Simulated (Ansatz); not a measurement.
# MnV: the cost of one run

Method: DFT, LDA, PAW with Ansatz's default frozen-core files, scalar-relativistic, in Ansatz 0.2.0.

### 1 Starting point

The structure is cubic, space group Pm-3m (No. 221). Conventional cell: a = 2.900 Å, b = 2.900 Å, c = 2.900 Å, α = 90.00°, β = 90.00°, γ = 90.00°. Mn (site symmetry m-3m) is surrounded by 8 V at 2.51 Å. Around V (site symmetry m-3m) lie 8 Mn at 2.51 Å.

Coordinates:

```cif
data_structure
_symmetry_space_group_name_H-M 'P 1'
_symmetry_Int_Tables_number 1
_cell_length_a 2.9000
_cell_length_b 2.9000
_cell_length_c 2.9000
_cell_angle_alpha 90.000
_cell_angle_beta 90.000
_cell_angle_gamma 90.000
_cell_volume 24.39
loop_
_atom_site_label
_atom_site_type_symbol
_atom_site_fract_x
_atom_site_fract_y
_atom_site_fract_z
_atom_site_occupancy
Mn1 Mn 0.00000 0.00000 0.00000 1
V1 V 0.50000 0.50000 0.50000 1
```

Atoms are numbered in the order of the input: Mn1, V2.

### 2 Free moments from the typed start, PAW

input.yaml reads:

```yaml
crystal:
  lattice:
    - [2.9, 0.0, 0.0]
    - [0.0, 2.9, 0.0]
    - [0.0, 0.0, 2.9]
  atoms:
    - { symbol: Mn, position: [0.0, 0.0, 0.0], spin: 4.0 }
    - { symbol: V, position: [0.5, 0.5, 0.5], spin: 2.0 }
magnetization:
  spin_polarized: true
kpoints:
  mp_grid: { grid: [11, 11, 11] }
scf:
  occupations: { method: fermi_dirac, width: 0.05 }
hamiltonian:
  xc: lda
  pseudopotentials: { kind: paw }
output:
  forces: true
  stress: true
  eigenvalues: true
  populations: true
  write_density: true
  write_potential: true
  elf: true
  volumetric_format: npy
```

Run with:

```
$ ansatz run input.yaml --threads 1 --pin off --max-ram 3072MiB --backend cpu --events-out ev --progress --plain --runs-dir out
```

Q: Estimate wall time and peak memory on 1 thread of Intel Xeon Platinum 8259CL at 2.50GHz (Skylake/Cascade Lake), shared host.

About 17 s, with a peak of 0.43 GiB.
